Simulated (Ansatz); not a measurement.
**CAlF2N: how energies converge with the basis set**

The task here is to estimate one member of a computed series from the others.

Method: one geometry, several basis sets; program: Ansatz 0.2.0, Gaussian basis.

Levels to be run: PBE0-D4/def2-SVP; ωB97M-V/def2-SVP; PBE0-D4/def2-QZVPP; ωB97M-V/def2-QZVPP; the functionals' def2-TZVPP values are taken from earlier runs.

## The geometry

All runs share one geometry, relaxed beforehand with PBE0-D4 in a triple-zeta def2 set.

SMILES `N#[C][Al]([F])[F]`, 5 atoms, charge 0, spin multiplicity 1.

Atoms are counted from 1 here; the program's logs count them from 0.

Bond lengths: N1–C2 1.152 Å, C2–Al3 1.905 Å, Al3–F4 1.627 Å, Al3–F5 1.627 Å. Angles: N1–C2–Al3 180.0°, C2–Al3–F4 119.3°, C2–Al3–F5 119.3°, F4–Al3–F5 121.5°.

As a file:

```xyz
5
CAlF2N
N     1.5285   -1.2486    1.3518
C     0.7941   -0.6519    0.6941
Al   -0.4197    0.3344   -0.3931
F    -1.7034   -0.4252   -1.0425
F    -0.1496    1.9177   -0.6518
```

The first run:

in.yaml reads:

```yaml
crystal:
  periodic: [false, false, false]
  atoms:
    - {symbol: N, position_ang: [1.528495, -1.248620, 1.351812]}
    - {symbol: C, position_ang: [0.794109, -0.651908, 0.694086]}
    - {symbol: Al, position_ang: [-0.419721, 0.334391, -0.393136]}
    - {symbol: F, position_ang: [-1.703444, -0.425245, -1.042488]}
    - {symbol: F, position_ang: [-0.149640, 1.917682, -0.651773]}
basis:
  gaussian: {orbitals: def2-SVP}
hamiltonian: {xc: pbe0, dispersion: d4}
output: {orbitals: {seedname: orbitals}}
```

Among the steps run: PBE0-D4 in def2-SVP; ωB97M-V in def2-SVP; PBE0-D4 in def2-QZVPP; ωB97M-V in def2-QZVPP.

One of the session's tables, all rows but one given; the rest of the session is left out.

It belongs to the step «Functionals by basis». 

| functional | basis | HOMO (eV) | LUMO (eV) |
| --- | --- | --- | --- |
| PBE0-D4 | def2-SVP | -10.46 | -1.88 |
| PBE0-D4 | def2-TZVPP | -10.53 | -2.03 |
| PBE0-D4 | def2-QZVPP | -10.55 | -2.06 |
| ωB97M-V | def2-SVP | -12.77 | 0.06 |
| ωB97M-V | def2-TZVPP | ? | ? |
| ωB97M-V | def2-QZVPP | -12.90 | -0.30 |

Q: Estimate the row for ωB97M-V, def2-TZVPP from the others.

**Answer.** HOMO (eV): -12.87; LUMO (eV): -0.20. In the column «HOMO (eV)» it lies between ωB97M-V, def2-QZVPP (-12.90) and ωB97M-V, def2-SVP (-12.77).
